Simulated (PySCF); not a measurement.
# A diatomic session: InS

The task here is to estimate one member of a computed series from the others.

Program: PySCF 2.14.0. Level of theory: In def2-SVPD with ECP28, S def2-SVPD, scalar-relativistic core potentials. These are calculated values, not measurements.

The first run:

Settings of the job:

```
atoms                         : In, S
charge                        : 0
basis                         : In def2-SVPD with ECP28, S def2-SVPD
Hamiltonian                   : scalar-relativistic core potentials
basis functions               : 59
electrons treated             : 37
masses in u                   : 114.9039, 31.9721
levels                        : PBE0, PBE, r²SCAN, PBEsol, TPSSh, M06-2X, HSE06, HF, MP2, SCS-MP2, CCSD, CCSD(T)
grid                          : 80 radial by 434 angular points
occupations                   : held fixed by the projection of orbital angular momentum
dissociation limit            : In + S, each in its ground configuration
starting distance in angstrom : 2.375
values of 2S to try           : 1, 3
```

Launch:

```
$ OMP_NUM_THREADS=1 python dia.py task.json out
```

Among the steps run: Set-up; The PBE0 curve of the state that the search chose; Higher solutions at PBE0; PBE (GGA); r²SCAN; PBEsol; TPSSh (hybrid meta-GGA); M06-2X (hybrid meta-GGA); HSE06 (range-separated hybrid); UHF (mean field); Correlated methods on the Hartree–Fock reference.

One of the session's tables, all rows but one given; the rest of the session is left out.

It belongs to the step «The curves together». Energy (eV) from each level's lowest point:

| R (Å) | UHF | UHF-MP2 | UHF-SCS-MP2 | UHF-CCSD | UHF-CCSD(T) |
| --- | --- | --- | --- | --- | --- |
| 2.202 | 0.820 | 0.781 | 0.810 | n/a | n/a |
| 2.304 | 0.370 | 0.346 | 0.366 | 0.362 | 0.370 |
| 2.406 | 0.121 | 0.108 | 0.120 | 0.118 | 0.122 |
| 2.483 | 0.030 | 0.024 | 0.030 | 0.029 | 0.031 |
| 2.560 | 0.000 | 0.000 | 0.000 | 0.000 | 0.000 |
| 2.637 | ? | ? | ? | ? | ? |
| 2.739 | 0.091 | 0.103 | 0.091 | 0.093 | 0.087 |
| 2.867 | 0.240 | 0.260 | 0.240 | 0.243 | 0.234 |
| 3.021 | 0.467 | 0.496 | 0.468 | 0.472 | 0.457 |
| 3.226 | 0.802 | 0.845 | 0.808 | n/a | n/a |

Q: Estimate the row for R (Å) = 2.637 from the others.

Worked estimate for «UHF». A straight line through the neighbours (2.560, 0.000) and (2.739, 0.091) gives 0.000 + (0.091 − 0.000) × (2.637 − 2.560) / (2.739 − 2.560) = 0.039; a parabola fitted to 4 rows on both sides gives 0.021.

The run gave: UHF: 0.016; UHF-MP2: 0.022; UHF-SCS-MP2: 0.016; UHF-CCSD: 0.017; UHF-CCSD(T): 0.015. In «UHF» the line misses by +0.023 and the parabola by +0.005.
